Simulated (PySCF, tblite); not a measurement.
# C5H5ClN radical: geometry, infrared bands and EPR parameters

Aim: predict the infrared bands and EPR parameters of C5H5ClN radical (`[CH2][C@@H](C#N)/C=C/Cl`).

Computed with tblite 0.8.0 and PySCF 2.14.0, with density-fitted response routines of our own, on a single molecule in the gas phase. Atoms count from 0, in the outputs and in this text.

### 1 The starting structure

12 atoms, charge 0, multiplicity 2; geometry from: force field or distance geometry start.

Bonds of the start (Å): C0–C1 1.50, C1–C2 1.47, C2–N3 1.18, C1–C4 1.49, C4–C5 1.33, C5–Cl6 1.76, C0–H7 1.12, C0–H8 1.11, C1–H9 1.11, C4–H10 1.08, C5–H11 1.07.

### 2 Relaxing the molecule with GFN2-xTB

Job settings and geometry (Å):

```
{"job": {"kind": "relax", "xc": "GFN2-xTB", "basis": "xTB"}, "charge": 0, "multiplicity": 2}
C     -1.291900     1.318500     0.289800
C     -0.627900     0.007600     0.606400
C     -1.012700    -0.982900    -0.411700
N     -1.325500    -1.746500    -1.255300
C      0.850300     0.140000     0.526100
C      1.516700    -0.563200    -0.386800
Cl     3.264000    -0.423600    -0.534300
H     -2.209200     1.080300    -0.301600
H     -0.636200     1.987500    -0.303600
H     -0.893400    -0.401100     1.601100
H      1.361000     0.817000     1.186900
H      1.006100    -1.234300    -1.043000
```

Launch:

```sh
$ OMP_NUM_THREADS=1 python probes_run.py task.json out
```

The driver reads the jobs from task.json and runs them one after another.

**Question.** This job is followed by: GFN2-xTB harmonic vibrations, gas phase; UKS B3LYP, pcH-1 on C Cl H N, non-relativistic, mean-field spin-orbit, GIAO. What will the session give for the following? strongest single infrared mode (GFN2-xTB); zero-point energy (GFN2-xTB); g(iso) (B3LYP); ⟨S²⟩; largest a(iso) (averaged by class); potential on the surface of density 0.002 e/bohr³, 1st and 99th percentile.

The runs gave:

| quantity | value |
| --- | --- |
| strongest single infrared mode (GFN2-xTB) | 2383 cm⁻¹, 209 km/mol |
| zero-point energy (GFN2-xTB) | 50.7 kcal/mol |
| g(iso) (B3LYP) | 2.00266 |
| ⟨S²⟩ | 0.754 (exact 0.75) |
| largest a(iso) (averaged by class) | 13C on C0, 97.0 MHz |
| potential on the surface of density 0.002 e/bohr³, 1st and 99th percentile | -1.67 V and 1.46 V |

**Reading.** Relaxing lowered the energy by 0.631 eV in 71 steps; the close pair that moved most is C0–H7, from 1.117 to 1.072 Å. No mode is imaginary among the 30: a minimum at this level. The strongest single mode, at 2383 cm⁻¹, moves mainly C2 and N3. GFN2-xTB is a fitted tight-binding method: band positions and strengths are rough. Its intensities can rank the bands wrongly. C0 carries the largest spin population, 1.07 e. The isotropic g lies 0.3 ppt above the free-electron value. These values are for one conformer; the search (at its own cheap level) found 1 more, at 0.08 kcal/mol, and measured spectra average over such forms.
